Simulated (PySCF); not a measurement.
# [WOCl3]+: how settings move a single point

Aim: repeat the single point on relaxed [WOCl3]+ with altered settings, some of them bad on purpose. It is a constructed species; whether it can be made isn't addressed.

Program: PySCF 2.14.0. Level of theory: PBE0, W def2-SVP with ECP60, O def2-SVP, Cl def2-SVP; scalar-relativistic core potentials, no spin–orbit coupling. These are calculated values, not measurements.

2 further runs of the same task are left out: 1 for a known fault of the program, 1 that didn't finish.

## Step 1: Starting geometry

5 atoms, charge 1, spin multiplicity 1.

Bond lengths: W1–O2 1.659 Å, W1–Cl3 2.198 Å, W1–Cl4 2.198 Å, W1–Cl5 2.198 Å. Angles: O2–W1–Cl3 106.6°, O2–W1–Cl4 106.6°, O2–W1–Cl5 106.6°, Cl3–W1–Cl4 112.2°, Cl3–W1–Cl5 112.1°, Cl4–W1–Cl5 112.2°.

As a file:

```
W     0.05541    0.00000    0.07816
O     1.25203    0.00000    1.22796
Cl    0.33127    1.82366   -1.11750
Cl   -1.85792    0.00000    1.16043
Cl    0.33127   -1.82366   -1.11750
```

Formal oxidation states: W +6. An earlier session relaxed this geometry at PBE0, W def2-SVP with ECP60, O def2-SVP, Cl def2-SVP (singlet, point group C3v).

The sound run used a (50, 194) grid (finer on f atoms), a threshold of 1e-8 and at most 55 cycles, and ended at -1521.770860 Eh.

## Step 2: Altered run 1

The input, run.py (the lines that set the calculation):

```python
mol = gto.M(atom='''
W      0.05541     0.00000     0.07816
O      1.25203     0.00000     1.22796
Cl     0.33127     1.82366    -1.11750
Cl    -1.85792     0.00000     1.16043
Cl     0.33127    -1.82366    -1.11750''',
    basis={'W': 'def2-SVP', 'O': 'def2-SVP', 'Cl': 'def2-SVP'},
    ecp={'W': 'def2-SVP'},
    charge=1, spin=0)
mf = dft.RKS(mol, xc='PBE0')
mf.grids.atom_grid = (50, 194)
mf = mf.density_fit()  # fitting sets: W def2-universal-JKFIT, O def2-universal-JKFIT, Cl def2-universal-JKFIT
mf.conv_tol = 1e-08; mf.max_cycle = 55
mf.kernel(dm0)  # dm0: smeared density
```

Started as:

```
$ OMP_NUM_THREADS=2 python run.py
```

The log of the run:

```text
init E= -1521.73345959771
  HOMO = -0.578698443712673  LUMO = -0.35630880140994  gap/eV = 6.05153
cycle= 1 E= -1521.77007793772  delta_E= -0.0366  |g|= 0.0566  |ddm|= 0.127
  HOMO = -0.578571009866851  LUMO = -0.367830235569119  gap/eV = 5.73455
cycle= 2 E= -1521.76406300591  delta_E= 0.00601  |g|= 0.173  |ddm|= 0.19
  HOMO = -0.578607793525599  LUMO = -0.358235638918297  gap/eV = 5.99663
cycle= 3 E= -1521.77074539678  delta_E= -0.00668  |g|= 0.0229  |ddm|= 0.138
  HOMO = -0.579121777633218  LUMO = -0.357695772973496  gap/eV = 6.02531
cycle= 4 E= -1521.77085829491  delta_E= -0.000113  |g|= 0.00286  |ddm|= 0.0192
  HOMO = -0.579075953900345  LUMO = -0.357648201935163  gap/eV = 6.02536
cycle= 5 E= -1521.77086022768  delta_E= -1.93e-06  |g|= 0.000336  |ddm|= 0.00292
  HOMO = -0.579054723687892  LUMO = -0.357598631648812  gap/eV = 6.02613
cycle= 6 E= -1521.77086026215  delta_E= -3.45e-08  |g|= 0.000104  |ddm|= 0.000445
  HOMO = -0.579060136041198  LUMO = -0.357604767259725  gap/eV = 6.02611
cycle= 7 E= -1521.77086026473  delta_E= -2.58e-09  |g|= 4.16e-05  |ddm|= 0.000136
  HOMO = -0.579058929531467  LUMO = -0.357609510071178  gap/eV = 6.02595
Extra cycle  E= -1521.77086026335  delta_E= 1.38e-09  |g|= 8.12e-05  |ddm|= 0.000142
converged SCF energy = -1521.77086026335
```

Wall time 6.1 s (2 threads of Intel Xeon Platinum 8259CL at 2.50GHz (Skylake/Cascade Lake), shared host).

Changed: the starting guess (smeared density). It converges in 7 cycles, at the sound run's energy within 0.001 eV, with a largest force component of 0.01 eV/Å. The result survives the change.

## Step 3: Altered run 2

Changes to run.py (the lines that set the calculation) since step 2:

```diff
@@ -12,3 +12,3 @@
 mf = mf.density_fit()  # fitting sets: W def2-universal-JKFIT, O def2-universal-JKFIT, Cl def2-universal-JKFIT
-mf.conv_tol = 1e-08; mf.max_cycle = 55
-mf.kernel(dm0)  # dm0: smeared density
+mf.conv_tol = 1e-06; mf.max_cycle = 55
+mf.kernel(dm0)  # dm0: free metal ions and neutral atoms
```

Started as:

```
$ OMP_NUM_THREADS=2 python run.py
```

The log of the run:

```text
init E= -1536.55142148817
  HOMO = -0.529414424184208  LUMO = -0.404931838390712  gap/eV = 3.38734
cycle= 1 E= -1521.11263651706  delta_E= 15.4  |g|= 1.67  |ddm|= 3.66
  HOMO = -0.25521847691954  LUMO = -0.20323411022714  gap/eV = 1.41457
cycle= 2 E= -1517.83272551187  delta_E= 3.28  |g|= 3.82  |ddm|= 4.53
  HOMO = -0.593694812902462  LUMO = -0.288296904942429  gap/eV = 8.31030
cycle= 3 E= -1521.27435095618  delta_E= -3.44  |g|= 1.43  |ddm|= 3.18
  HOMO = -0.577563378483024  LUMO = -0.40090241340235  gap/eV = 4.80719
cycle= 4 E= -1521.62318809089  delta_E= -0.349  |g|= 0.871  |ddm|= 1.71
  HOMO = -0.573614985301287  LUMO = -0.355114212666344  gap/eV = 5.94571
cycle= 5 E= -1521.76635886401  delta_E= -0.143  |g|= 0.152  |ddm|= 0.525
  HOMO = -0.580130879929508  LUMO = -0.361264759561295  gap/eV = 5.95565
cycle= 6 E= -1521.7698543328  delta_E= -0.0035  |g|= 0.0711  |ddm|= 0.0867
  HOMO = -0.579317595901035  LUMO = -0.358394482228079  gap/eV = 6.01162
cycle= 7 E= -1521.77084631984  delta_E= -0.000992  |g|= 0.00737  |ddm|= 0.0452
  HOMO = -0.578947901710621  LUMO = -0.357510161342683  gap/eV = 6.02563
cycle= 8 E= -1521.77086009393  delta_E= -1.38e-05  |g|= 0.000824  |ddm|= 0.00728
  HOMO = -0.579067670829278  LUMO = -0.357608624037846  gap/eV = 6.02621
cycle= 9 E= -1521.77086025932  delta_E= -1.65e-07  |g|= 0.000164  |ddm|= 0.000958
  HOMO = -0.579059116747987  LUMO = -0.357615189316426  gap/eV = 6.02580
Extra cycle  E= -1521.77086021938  delta_E= 3.99e-08  |g|= 0.000488  |ddm|= 0.000431
converged SCF energy = -1521.77086021938
```

Run time: 6.1 s. Hardware: 2 threads of Intel Xeon Platinum 8259CL at 2.50GHz (Skylake/Cascade Lake), shared host.

Changed: the SCF threshold (1e-06). It converges in 9 cycles, at the sound run's energy within 0.001 eV, with a largest force component of 0.01 eV/Å. The result survives the change.

## Step 4: Altered run 3

Changes to run.py (the lines that set the calculation) since step 3:

```diff
@@ -5,3 +5,3 @@
 Cl    -1.85792     0.00000     1.16043
-Cl     0.33127    -1.82366    -1.11750''',
+Cl     0.15581    -0.66374    -0.35701''',
     basis={'W': 'def2-SVP', 'O': 'def2-SVP', 'Cl': 'def2-SVP'},
@@ -12,3 +12,3 @@
 mf = mf.density_fit()  # fitting sets: W def2-universal-JKFIT, O def2-universal-JKFIT, Cl def2-universal-JKFIT
-mf.conv_tol = 1e-06; mf.max_cycle = 55
+mf.conv_tol = 1e-08; mf.max_cycle = 93
 mf.kernel(dm0)  # dm0: free metal ions and neutral atoms
```

Started as:

```
$ OMP_NUM_THREADS=2 python run.py
```

The log of the run:

```text
init E= -1519.51460104107
  HOMO = -0.507684101091233  LUMO = -0.503282362572484  gap/eV = 0.11978
cycle= 1 E= -1505.94031024113  delta_E= 13.6  |g|= 1.76  |ddm|= 6.28
  HOMO = -0.188168995312958  LUMO = -0.18183758994332  gap/eV = 0.17229
cycle= 2 E= -1498.30146607899  delta_E= 7.64  |g|= 4.48  |ddm|= 9.53
  HOMO = -0.496180538507478  LUMO = -0.459035166130417  gap/eV = 1.01078
cycle= 3 E= -1506.23392556625  delta_E= -7.93  |g|= 1.52  |ddm|= 9.01
  HOMO = -0.479694834641063  LUMO = -0.477411255526512  gap/eV = 0.06214
cycle= 4 E= -1506.7424848536  delta_E= -0.509  |g|= 0.492  |ddm|=    2
  HOMO = -0.483516187441398  LUMO = -0.443279443400292  gap/eV = 1.09490
cycle= 5 E= -1506.78155905094  delta_E= -0.0391  |g|= 0.268  |ddm|= 0.784
  HOMO = -0.490383554025787  LUMO = -0.446107772924223  gap/eV = 1.20481
cycle= 6 E= -1506.79704889871  delta_E= -0.0155  |g|= 0.0663  |ddm|= 0.333
  HOMO = -0.495381663244645  LUMO = -0.44812411350547  gap/eV = 1.28594
cycle= 7 E= -1506.79752731421  delta_E= -0.000478  |g|= 0.0414  |ddm|= 0.0991
  HOMO = -0.498580730810479  LUMO = -0.44839196782289  gap/eV = 1.36571
cycle= 8 E= -1506.79787774372  delta_E= -0.00035  |g|= 0.0145  |ddm|= 0.0591
  HOMO = -0.497186477663397  LUMO = -0.447482258812477  gap/eV = 1.35252
cycle= 9 E= -1506.79793376626  delta_E= -5.6e-05  |g|= 0.00141  |ddm|= 0.0171
  HOMO = -0.497215202470286  LUMO = -0.447571824089789  gap/eV = 1.35087
cycle= 10 E= -1506.79793590161  delta_E= -2.14e-06  |g|= 0.00064  |ddm|= 0.00642
  HOMO = -0.497173720940642  LUMO = -0.447536002664936  gap/eV = 1.35071
cycle= 11 E= -1506.79793807244  delta_E= -2.17e-06  |g|= 0.00067  |ddm|= 0.0069
  HOMO = -0.497171695628574  LUMO = -0.447535888748965  gap/eV = 1.35066
cycle= 12 E= -1506.79793822844  delta_E= -1.56e-07  |g|= 0.000677  |ddm|= 0.000458
  HOMO = -0.497161488686597  LUMO = -0.447530398736474  gap/eV = 1.35053
cycle= 13 E= -1506.79793613891  delta_E= 2.09e-06  |g|= 0.000561  |ddm|= 0.00662
  HOMO = -0.497172575328793  LUMO = -0.447514984084862  gap/eV = 1.35125
cycle= 14 E= -1506.79793073199  delta_E= 5.41e-06  |g|= 0.000247  |ddm|= 0.0306
  HOMO = -0.497168432762332  LUMO = -0.447523332390837  gap/eV = 1.35091
cycle= 15 E= -1506.79793050538  delta_E= 2.27e-07  |g|= 8.38e-05  |ddm|= 0.00778
  HOMO = -0.497166698436136  LUMO = -0.447533158607202  gap/eV = 1.35060
cycle= 16 E= -1506.79793050817  delta_E= -2.8e-09  |g|= 2.52e-05  |ddm|= 0.000343
  HOMO = -0.497160335189073  LUMO = -0.44753011949546  gap/eV = 1.35051
Extra cycle  E= -1506.79793050753  delta_E= 6.43e-10  |g|= 7.03e-05  |ddm|= 0.000131
converged SCF energy = -1506.79793050753
```

Run time: 7.6 s. Hardware: 2 threads of Intel Xeon Platinum 8259CL at 2.50GHz (Skylake/Cascade Lake), shared host.

Changed: one atom's place (atom 5 put 0.8 Å from the metal); the cycle limit is 93. It converges in 16 cycles, +407.434 eV from the sound run, with a largest force component of 1598.27 eV/Å. The setting is unsound, so these numbers aren't the compound's.

## Step 5: Altered run 4

The input, run.py (the lines that set the calculation):

```python
mol = gto.M(atom='''
W      0.06206     0.00000     0.08754
O      1.40228     0.00000     1.37532
Cl     0.37102     2.04250    -1.25160
Cl    -2.08087     0.00000     1.29968
Cl     0.37102    -2.04250    -1.25160''',
    basis={'W': 'def2-SVP', 'O': 'def2-SVP', 'Cl': 'def2-SVP'},
    ecp={'W': 'def2-SVP'},
    charge=1, spin=0)
mf = dft.RKS(mol, xc='PBE0')
mf.grids.atom_grid = (50, 194)
mf = mf.density_fit()  # fitting sets: W def2-universal-JKFIT, O def2-universal-JKFIT, Cl def2-universal-JKFIT
mf.conv_tol = 1e-08; mf.max_cycle = 55
mf.kernel(dm0)  # dm0: free metal ions and neutral atoms
```

Started as:

```
$ OMP_NUM_THREADS=2 python run.py
```

The log of the run:

```text
init E= -1536.23976101398
  HOMO = -0.496908172673  LUMO = -0.438992326974202  gap/eV = 1.57597
cycle= 1 E= -1520.39666070511  delta_E= 15.8  |g|= 2.24  |ddm|= 3.71
  HOMO = -0.134838372009112  LUMO = -0.0981639786861332  gap/eV = 0.99796
cycle= 2 E= -1509.89469218754  delta_E= 10.5  |g|= 4.43  |ddm|= 7.61
  HOMO = -0.579306707302745  LUMO = -0.385039779545892  gap/eV = 5.28627
cycle= 3 E= -1520.2621064184  delta_E= -10.4  |g|= 2.31  |ddm|= 6.57
  HOMO = -0.577729264915469  LUMO = -0.47612576864237  gap/eV = 2.76477
cycle= 4 E= -1521.35957270528  delta_E= -1.1  |g|= 1.18  |ddm|= 2.39
  HOMO = -0.546513899248859  LUMO = -0.383682840728885  gap/eV = 4.43086
cycle= 5 E= -1521.63667680125  delta_E= -0.277  |g|= 0.329  |ddm|= 1.04
  HOMO = -0.564187440680896  LUMO = -0.408833369903592  gap/eV = 4.22740
cycle= 6 E= -1521.65488818731  delta_E= -0.0182  |g|= 0.188  |ddm|= 0.387
  HOMO = -0.564279294392869  LUMO = -0.409719724856196  gap/eV = 4.20578
cycle= 7 E= -1521.66009976981  delta_E= -0.00521  |g|= 0.106  |ddm|= 0.0682
  HOMO = -0.562476274982943  LUMO = -0.405905437626498  gap/eV = 4.26051
cycle= 8 E= -1521.66241176288  delta_E= -0.00231  |g|= 0.00584  |ddm|= 0.0688
  HOMO = -0.562564268116374  LUMO = -0.406212775135917  gap/eV = 4.25454
cycle= 9 E= -1521.66241974712  delta_E= -7.98e-06  |g|= 0.00136  |ddm|= 0.00586
  HOMO = -0.562479566702491  LUMO = -0.406105931501034  gap/eV = 4.25514
cycle= 10 E= -1521.66242002098  delta_E= -2.74e-07  |g|= 0.00103  |ddm|= 0.003
  HOMO = -0.56245642384197  LUMO = -0.406089737537921  gap/eV = 4.25495
cycle= 11 E= -1521.66242040507  delta_E= -3.84e-07  |g|= 0.000243  |ddm|= 0.0015
  HOMO = -0.562461953396312  LUMO = -0.40610907151089  gap/eV = 4.25458
cycle= 12 E= -1521.6624204259  delta_E= -2.08e-08  |g|= 0.000102  |ddm|= 0.000398
  HOMO = -0.562463769410863  LUMO = -0.406108135231631  gap/eV = 4.25465
cycle= 13 E= -1521.66242042813  delta_E= -2.23e-09  |g|= 3.17e-05  |ddm|= 7.3e-05
  HOMO = -0.562465338156505  LUMO = -0.406110354767793  gap/eV = 4.25464
Extra cycle  E= -1521.66242042329  delta_E= 4.84e-09  |g|= 0.000158  |ddm|= 0.000117
converged SCF energy = -1521.66242042329
```

Run time: 5.4 s. Hardware: 2 threads of Intel Xeon Platinum 8259CL at 2.50GHz (Skylake/Cascade Lake), shared host.

Changed: the scale of all coordinates (1.12). It converges in 13 cycles, +2.951 eV from the sound run, with a largest force component of 6.24 eV/Å. The setting is unsound, so these numbers aren't the compound's.

## Step 6: Altered run 5

The input, run.py (the lines that set the calculation):

```python
mol = gto.M(atom='''
W      0.05541     0.00000     0.07816
O      1.25203     0.00000     1.22796
Cl     0.33127     1.82366    -1.11750
Cl    -1.85792     0.00000     1.16043
Cl     0.33127    -1.82366    -1.11750''',
    basis={'W': 'def2-SVP', 'O': 'def2-SVP', 'Cl': 'def2-SVP'},
    ecp={'W': 'def2-SVP'},
    charge=1, spin=0)
mf = dft.RKS(mol, xc='PBE0')
mf.grids.atom_grid = (30, 86)
mf = mf.density_fit()  # fitting sets: W def2-universal-JKFIT, O def2-universal-JKFIT, Cl def2-universal-JKFIT
mf.conv_tol = 1e-08; mf.max_cycle = 55
mf.kernel(dm0)  # dm0: free metal ions and neutral atoms
```

Started as:

```
$ OMP_NUM_THREADS=2 python run.py
```

The log of the run:

```text
init E= -1536.55269920401
  HOMO = -0.52944401980537  LUMO = -0.404939990848183  gap/eV = 3.38793
cycle= 1 E= -1521.11727204648  delta_E= 15.4  |g|= 1.66  |ddm|= 3.66
  HOMO = -0.256101191731643  LUMO = -0.203934361559873  gap/eV = 1.41953
cycle= 2 E= -1517.85825354202  delta_E= 3.26  |g|= 3.81  |ddm|= 4.52
  HOMO = -0.593465946328927  LUMO = -0.288611304918681  gap/eV = 8.29552
cycle= 3 E= -1521.27860430393  delta_E= -3.42  |g|= 1.43  |ddm|= 3.17
  HOMO = -0.577553805231578  LUMO = -0.400864149251002  gap/eV = 4.80797
cycle= 4 E= -1521.62647152081  delta_E= -0.348  |g|= 0.865  |ddm|= 1.71
  HOMO = -0.573637621816357  LUMO = -0.355279661947867  gap/eV = 5.94182
cycle= 5 E= -1521.76793544643  delta_E= -0.141  |g|= 0.151  |ddm|= 0.523
  HOMO = -0.580087895507706  LUMO = -0.361379392446105  gap/eV = 5.95136
cycle= 6 E= -1521.77137259836  delta_E= -0.00344  |g|= 0.0704  |ddm|= 0.0861
  HOMO = -0.57917903440202  LUMO = -0.358533736582622  gap/eV = 6.00406
cycle= 7 E= -1521.77234513894  delta_E= -0.000973  |g|= 0.0073  |ddm|= 0.0448
  HOMO = -0.578812544313286  LUMO = -0.357657622836241  gap/eV = 6.01793
cycle= 8 E= -1521.77235864992  delta_E= -1.35e-05  |g|= 0.000823  |ddm|= 0.00722
  HOMO = -0.578929930357043  LUMO = -0.357754877926861  gap/eV = 6.01848
cycle= 9 E= -1521.77235881395  delta_E= -1.64e-07  |g|= 0.000174  |ddm|= 0.000961
  HOMO = -0.578923882749301  LUMO = -0.357753422923689  gap/eV = 6.01835
cycle= 10 E= -1521.77235881877  delta_E= -4.82e-09  |g|= 8.4e-05  |ddm|= 0.00022
  HOMO = -0.578923044120698  LUMO = -0.35775593304152  gap/eV = 6.01826
Extra cycle  E= -1521.77235881284  delta_E= 5.93e-09  |g|= 0.000176  |ddm|= 0.000283
converged SCF energy = -1521.77235881284
```

Run time: 5.8 s. Hardware: 2 threads of Intel Xeon Platinum 8259CL at 2.50GHz (Skylake/Cascade Lake), shared host.

Changed: the integration grid, to (30, 86). It converges in 10 cycles, -0.041 eV from the sound run, with a largest force component of 0.07 eV/Å. The setting is unsound, so these numbers aren't the compound's.

## Step 7: Results

| run | changed | ending | energy change (eV) | cycles | time | usable |
| --- | --- | --- | --- | --- | --- | --- |
| 1 | the starting guess | converged | 0.000 | 7 | 6.1 s | yes |
| 2 | the SCF threshold | converged | 0.000 | 9 | 6.1 s | yes |
| 3 | one atom's place | converged | +407.434 | 16 | 7.6 s | no |
| 4 | the scale of all coordinates | converged | +2.951 | 13 | 5.4 s | no |
| 5 | the integration grid | converged | -0.041 | 10 | 5.8 s | no |

2 of 5 altered runs give a usable result. 3 ended normally with numbers unfit to quote.
